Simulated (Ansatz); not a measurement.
Geometry optimisation, DFT PBE, scalar-relativistic, plane waves, PAW in Ansatz.

The input (input.yaml):

```yaml
accuracy: low
crystal:
  lattice:
    - [7.5784, 0.0, 0.0]
    - [0.0, 7.5784, 0.0]
    - [0.0, 0.0, 9.537]
  atoms:
    - { symbol: Ti, position: [0.0, 0.0, 0.0] }
    - { symbol: Ti, position: [0.0, 0.25, 0.25] }
    - { symbol: O, position: [0.0, 0.0, 0.2079] }
    - { symbol: O, position: [0.0, 0.25, 0.4579] }
    - { symbol: O, position: [0.0, 0.25, 0.0421] }
    - { symbol: O, position: [0.0, 0.0, 0.7921] }
    - { symbol: Ti, position: [0.5, 0.0, 0.0] }
    - { symbol: Ti, position: [0.5, 0.25, 0.25] }
    - { symbol: O, position: [0.5, 0.0, 0.2079] }
    - { symbol: O, position: [0.5, 0.25, 0.4579] }
    - { symbol: O, position: [0.5, 0.25, 0.0421] }
    - { symbol: O, position: [0.5, 0.0, 0.7921] }
    - { symbol: Ti, position: [0.0, 0.5, 0.0] }
    - { symbol: Ti, position: [0.0, 0.75, 0.25] }
    - { symbol: O, position: [0.0, 0.5, 0.2079] }
    - { symbol: O, position: [0.0, 0.75, 0.4579] }
    - { symbol: O, position: [0.0, 0.75, 0.0421] }
    - { symbol: O, position: [0.0, 0.5, 0.7921] }
    - { symbol: Ti, position: [0.25, 0.25, 0.5] }
    - { symbol: Ti, position: [0.25, 0.5, 0.75] }
    - { symbol: O, position: [0.25, 0.25, 0.7079] }
    - { symbol: O, position: [0.25, 0.5, 0.9579] }
    - { symbol: O, position: [0.25, 0.5, 0.5421] }
    - { symbol: O, position: [0.25, 0.25, 0.2921] }
    - { symbol: Ti, position: [0.5, 0.5, 0.0] }
    - { symbol: Ti, position: [0.5, 0.75, 0.25] }
    - { symbol: O, position: [0.5, 0.5, 0.2079] }
    - { symbol: O, position: [0.5, 0.75, 0.4579] }
    - { symbol: O, position: [0.5, 0.75, 0.0421] }
    - { symbol: O, position: [0.5, 0.5, 0.7921] }
    - { symbol: Ti, position: [0.75, 0.25, 0.5] }
    - { symbol: Ti, position: [0.75, 0.5, 0.75] }
    - { symbol: O, position: [0.75, 0.25, 0.7079] }
    - { symbol: O, position: [0.75, 0.5, 0.9579] }
    - { symbol: O, position: [0.75, 0.5, 0.5421] }
    - { symbol: O, position: [0.75, 0.25, 0.2921] }
    - { symbol: Ti, position: [0.25, 0.75, 0.5] }
    - { symbol: Ti, position: [0.25, 0.0, 0.75] }
    - { symbol: O, position: [0.25, 0.75, 0.7079] }
    - { symbol: O, position: [0.25, 0.0, 0.9579] }
    - { symbol: O, position: [0.25, 0.0, 0.5421] }
    - { symbol: O, position: [0.25, 0.75, 0.2921] }
    - { symbol: Ti, position: [0.75, 0.75, 0.5] }
    - { symbol: Ti, position: [0.75, 0.0, 0.75] }
    - { symbol: O, position: [0.75, 0.75, 0.7079] }
    - { symbol: O, position: [0.75, 0.0, 0.9579] }
    - { symbol: O, position: [0.75, 0.0, 0.5421] }
    - { symbol: O, position: [0.75, 0.75, 0.2921] }
    - { symbol: Si, position: [0.6202463, 0.7004406, 0.8811333] }
basis:
  ecutwfc: 420.0
kpoints:
  mp_grid: { grid: [1, 1, 1] }
hamiltonian:
  xc: pbe
  pseudopotentials: { kind: paw, azcp: { folder: soft_1 } }
scf:
  occupations: { method: fermi_dirac, width: 0.02 }
  lower_state_search: "off"
relax:
  f_tol: 0.08
  max_steps: 25
  adjacent_minimum: "off"
```

Run as:

```bash
$ ansatz run input.yaml --threads 2 --pin off --max-ram 5120MiB --backend cpu --events-out ev --progress --plain --runs-dir out
```

Q: Where does it end, and by what steps?

A: It converged. Limits of this set-up: coarse k mesh, a small cell, in which the defect meets its images, low accuracy level. After 9 steps the energy has fallen by 6.968 eV; O12 moved furthest, 0.49 Å. Joined: O12–Si49 (2.59 → 1.84 Å), O46–Si49 (2.58 → 1.84 Å).

```
step  energy less start (eV)  largest force component (eV/Å)  accepted
   0                  0.0000                           6.834       yes
   1                 -2.4575                           3.893       yes
   2                 -3.9385                           1.678       yes
   3                 -4.4036                           1.925       yes
   4                 -5.0938                           2.191       yes
   5                 -5.8984                           1.459       yes
   6                 -6.6132                           1.239       yes
   7                 -6.8771                           0.443       yes
   8                 -6.9578                           0.118       yes
   9                 -6.9678                           0.058       yes
```

```xyz
49
Lattice="7.5784 0.0000 0.0000 0.0000 7.5784 0.0000 0.0000 0.0000 9.5370" Properties=species:S:1:pos:R:3
Ti -0.029 -0.007 0.010
Ti -0.035 1.887 2.386
O -0.033 0.002 1.948
O 0.004 1.891 4.417
O -0.299 1.887 0.361
O 0.035 0.154 7.500
Ti 3.654 0.107 0.121
Ti 3.782 1.887 2.416
O 3.907 -0.024 1.999
O 3.773 1.896 4.330
O 4.123 1.885 0.335
O 3.813 -0.477 7.645
Ti -0.028 3.777 0.008
Ti 0.008 5.676 2.343
O -0.038 3.768 1.947
O 0.015 5.677 4.381
O 0.143 5.674 0.378
O 0.033 3.613 7.498
Ti 1.924 1.890 4.767
Ti 1.928 3.783 7.145
O 2.196 1.888 6.792
O 1.866 3.612 9.191
O 1.923 3.773 5.209
O 1.885 1.888 2.744
Ti 3.658 3.664 0.119
Ti 3.738 5.676 2.437
O 3.913 3.796 1.995
O 3.759 5.676 4.343
O 3.760 5.676 0.272
O 3.814 4.254 7.645
Ti 5.693 1.887 4.754
Ti 5.822 3.667 7.032
O 5.352 1.887 6.827
O 5.659 4.249 9.048
O 5.548 3.801 5.157
O 5.697 1.880 2.829
Ti 1.883 5.678 4.807
Ti 1.929 -0.004 7.142
O 1.753 5.677 6.772
O 1.864 0.163 9.192
O 1.924 0.006 5.205
O 1.876 5.666 2.771
Ti 5.735 5.677 4.719
Ti 5.822 0.107 7.033
O 5.713 5.678 6.885
O 5.658 -0.474 9.048
O 5.542 -0.024 5.157
O 5.711 5.672 2.808
Si 4.738 5.677 8.347
```

Whether the end is a true minimum wasn't checked by a vibrational analysis.

Time of the run: 66 s on 2 threads of Arm Neoverse V2 (shared host), peak memory 0.71 GiB.
